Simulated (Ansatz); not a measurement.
# SrSn2As2, space group R3m: a comparison of norm-conserving and PAW potentials

With Ansatz 0.2.0, Python API.

Notebook, run cell by cell (the value of a cell's last expression is shown):

In [1]:
```python
import ansatz as az
import numpy as np
```

In [2]:
```python
def count_gap(report):
    # lowest empty less highest filled band, counting bands; zero where they overlap
    return max(report.get('gap_by_band_count_ev') or 0.0, 0.0)
```

In [3]:
```python
cell = (
    az.Lattice.from_parameters(9.234036, 9.234036, 9.234036, alpha=26.31588, beta=26.31588, gamma=26.31588)
    .atom('Sr', (0.7918, 0.7918, 0.7918))
    .atom('Sn', (0.0, 0.0, 0.0))
    .atom('Sn', (0.5831, 0.5831, 0.5831))
    .atom('As', (0.3848, 0.3848, 0.3848))
    .atom('As', (0.2, 0.2, 0.2))
)
```

In [4]:
```python
base = (
    cell.calculation()
    .functional('LDA')
    .occupations(az.OccupationsMethod.FIXED)
    .kpoints(6)
    .scf(tolerance=1e-09)
    .stress()
    .forces()
    .band_table()
)
variants = {
    'PAW': base.pseudopotentials('paw'),
    'norm-conserving': base.pseudopotentials('nc'),
}
# totals differ by the cores that each treatment holds, so compare what does not depend on them
rows = []
for label, variant in variants.items():
    summary = variant.run(threads=1).report
    levels = np.array(summary['eigenvalues_ev'][0]) - summary['fermi_energy_ev']
    print(label, 'levels at the first k-point near E_F:', np.round(levels[np.abs(levels) < 5], 3))
    rows.append((label, summary['n_electrons'], np.trace(summary['stress_gpa']) / 3, float(np.abs(summary['forces_ev_ang']).max()), count_gap(summary)))
for row in rows:
    print('; '.join(f'{name} = {round(v, 4) if isinstance(v, float) else v}' for name, v in zip(['treatment', 'electrons in bands', 'P GPa', 'max force component eV/A', 'gap by band count eV'], row)))
```
```text
DeckWarning: basis.ecutwfc = 420 eV, auto-derived from the records' recommended cutoffs: set by Sr (normal level)
DeckWarning: output.stress: scf.convergence.dr2_threshold = 1e-9 eV is looser than the 5e-10 eV advised for a printed stress (1e-10 eV for each atom of the cell: 5). What an SCF threshold leaves in a stress goes as its square root, and in the free energy as the threshold itself, and one threshold admits the most on a [...]
PAW levels at the first k-point near E_F: [-4.74  -2.544 -1.786 -1.786 -1.357 -1.357  0.     0.188  1.05   1.05
  2.628  2.709  2.999]
DeckWarning: basis.ecutwfc = 1088.45545 eV, auto-derived from the records' recommended cutoffs: set by As (normal level)
RunWarning: iter 1: σ=0 fill of 34 bands saw a band overlap (occupied 10.1946 eV > unoccupied 9.4026 eV) — on an unconverged iterate often a transient of an unconverged empty band; one that stands at the close is told there (band_overlap_at_count); if the run fails to converge, the spectrum is likely genuinely [...]
norm-conserving levels at the first k-point near E_F: [-4.742 -2.534 -1.776 -1.776 -1.348 -1.348  0.     0.195  1.057  1.057
  2.643  2.726  3.012]
treatment = PAW; electrons in bands = 68.0; P GPa = -1.8035; max force component eV/A = 0.1881; gap by band count eV = 0.1345
treatment = norm-conserving; electrons in bands = 68.0; P GPa = -1.7874; max force component eV/A = 0.1944; gap by band count eV = 0.139
```

PAW gives -1.803 GPa and norm-conserving -1.787 GPa, 0.016 GPa apart. They took 23.4 and 66.1 s of processor time.

What to keep in mind:
- Semilocal gaps usually lie well under measured ones.
- The computed bands are complete only to about 2.1 eV above the Fermi level.
- With fixed filling the reported Fermi level is the top filled level among the k-points of the SCF.
- Within a few hundredths of an angstrom the cell has the higher group R-3m; the lower one is a small distortion.
- The starting cell is as deposited in a crystallographic database; the results hold for this polymorph, which needn't be the stable one.
- Gaps and levels are Kohn-Sham values on a finite set of k-points, without spin-orbit coupling.
- Warnings are shown shortened and without file and line.
- Stress is positive in compression.
- Wall time of the script: 90 s on 1 thread of Arm Neoverse V1, with other jobs on the host, peak memory 0.76 GiB.
